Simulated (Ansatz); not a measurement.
# BHBr2: ionisation energy by level of theory

The task here is to estimate one member of a computed series from the others.

The runs use Ansatz 0.2.0, Gaussian basis; unrestricted cation, the program's frozen cores in correlated methods.

Levels to be run: UKS PBE-D4/def2-TZVPP; UKS r2SCAN-D4/def2-TZVPP; UKS PBE0-D4/def2-TZVPP; UKS B3LYP-D4/def2-TZVPP; UKS wB97X-V/def2-TZVPP; UKS wB97M-V/def2-TZVPP; UKS B2PLYP/def2-TZVPP; UHF-CCSD(T)/def2-TZVPP; UHF-MP2/def2-QZVPP; extrapolation to the limit; then −ε(HOMO) from the neutral's earlier runs with LDA (SPW92), PBE-D4, revPBE-D4, BLYP-D4, r2SCAN-D4, B97M-V, PBE0-D4, B3LYP-D4, r2SCANh-D4, r2SCAN0-D4, HSE06-D4, BHLYP-D4, CAM-B3LYP-D4, LC-ωPBE, ωB97X-V, ωB97M-V.

**The relaxed structure**

An earlier PBE0-D4 in a triple-zeta def2 set relaxation fixed the geometry.

SMILES `BrBBr`, 4 atoms, charge 0, spin multiplicity 1.

Atoms are counted from 1 here; the program's logs count them from 0.

Bond lengths: Br1–B2 1.891 Å, B2–Br3 1.891 Å, B2–H4 1.186 Å. Angles: Br1–B2–Br3 121.4°, Br1–B2–H4 119.3°, Br3–B2–H4 119.3°.

The first run:

in.yaml reads:

```yaml
crystal:
  periodic: [false, false, false]
  atoms:
    - {symbol: Br, position_ang: [0.741772, 0.216791, 1.641631]}
    - {symbol: B, position_ang: [-0.143576, 0.036576, -0.019427]}
    - {symbol: Br, position_ang: [0.723164, -0.718355, -1.520836]}
    - {symbol: H, position_ang: [-1.265860, 0.404688, -0.121668]}
basis:
  gaussian: {orbitals: def2-TZVPP}
total_charge: 1
magnetization: {spin_polarized: true, initial_magnetization: 1}
hamiltonian: {xc: pbe, dispersion: d4}
```

Launch:

```console
> ansatz run in.yaml --threads 4 --pin off --events-out ev --progress --plain --max-ram 10444MiB
```

Among the steps run: Cation, UKS PBE-D4/def2-TZVPP; Cation, UKS r2SCAN-D4/def2-TZVPP; Cation, UKS PBE0-D4/def2-TZVPP; Cation, UKS B3LYP-D4/def2-TZVPP; Cation, UKS wB97X-V/def2-TZVPP; Cation, UKS wB97M-V/def2-TZVPP; Cation, UKS B2PLYP (frozen core)/def2-TZVPP; Cation, UHF-CCSD(T)/def2-TZVPP; Cation, UHF-MP2/def2-QZVPP.

One table of the session follows, with a row left open; its other results are not shown here.

For comparison, −ε(HOMO) of the neutral from earlier runs:

```
  functional  −ε(HOMO) (eV)
 LDA (SPW92)           7.43
      PBE-D4           7.26
   revPBE-D4           7.21
     BLYP-D4           7.08
   r2SCAN-D4           7.59
      B97M-V           7.66
     PBE0-D4           8.54
    B3LYP-D4           8.26
  r2SCANh-D4           8.05
  r2SCAN0-D4           8.75
    HSE06-D4              ?
    BHLYP-D4           9.64
CAM-B3LYP-D4           9.85
     LC-ωPBE          11.25
     ωB97X-V          10.88
     ωB97M-V          10.74
```

Q: Estimate the row for HSE06-D4 from the others.

**Answer.** −ε(HOMO) (eV): 8.14. In the column «−ε(HOMO) (eV)» it lies between r2SCANh-D4 (8.05) and B3LYP-D4 (8.26).
